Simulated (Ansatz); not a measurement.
# Mg: the cost of one run

Method: DFT PBEsol, scalar-relativistic, plane waves, PAW, in Ansatz 0.2.0.

### 1 Starting point

Symmetry: I4_1/amd, No. 141, tetragonal system. The conventional cell has a = 5.524 Å, b = 5.524 Å, c = 3.014 Å, α = 90.00°, β = 90.00°, γ = 90.00°. Mg (site symmetry -4m2) is surrounded by 6 Mg at 2.86 to 3.01 Å.

Structure file:

```cif
data_structure
_symmetry_space_group_name_H-M 'I4_1/amd:1'
_symmetry_Int_Tables_number 141
_cell_length_a 5.5244
_cell_length_b 5.5244
_cell_length_c 3.0137
_cell_angle_alpha 90.000
_cell_angle_beta 90.000
_cell_angle_gamma 90.000
_cell_volume 91.98
loop_
_atom_site_label
_atom_site_type_symbol
_atom_site_symmetry_multiplicity
_atom_site_Wyckoff_symbol
_atom_site_fract_x
_atom_site_fract_y
_atom_site_fract_z
_atom_site_occupancy
Mg1 Mg 4 a 0.00000 0.00000 0.00000 1
```

This is candidate A: beta-tin type (I4_1/amd, No. 141).

(A quick probe on a coarse mesh, which set the mesh and smearing, is not shown.)

### 3 Relaxing cell and atoms (candidate A)

File input.yaml:

```yaml
crystal:
  lattice:
    - [-2.7622123588, 2.7622123588, 1.5068378307]
    - [2.7622123588, -2.7622123588, 1.5068378307]
    - [2.7622123588, 2.7622123588, -1.5068378307]
  atoms:
    - { symbol: Mg, position: [0.0, 0.0, 0.0] }
    - { symbol: Mg, position: [0.75, 0.25, 0.5] }
basis:
  ecutwfc: 420
kpoints:
  mp_grid: { grid: [20, 20, 20] }
hamiltonian:
  xc: pbesol
scf:
  occupations: { method: gaussian, width: 0.1 }
output:
  forces: true
  stress: true
  eigenvalues: true
relax:
  adjacent_minimum: "off"
  f_tol: 0.01
  max_steps: 80
  cell: { stress_tol: 0.05 }
```

**Question.** How long does this run take on 1 thread of an x86-64 CPU, shared host, and how much memory does it need?

About 87 s, with a peak of 0.77 GiB.
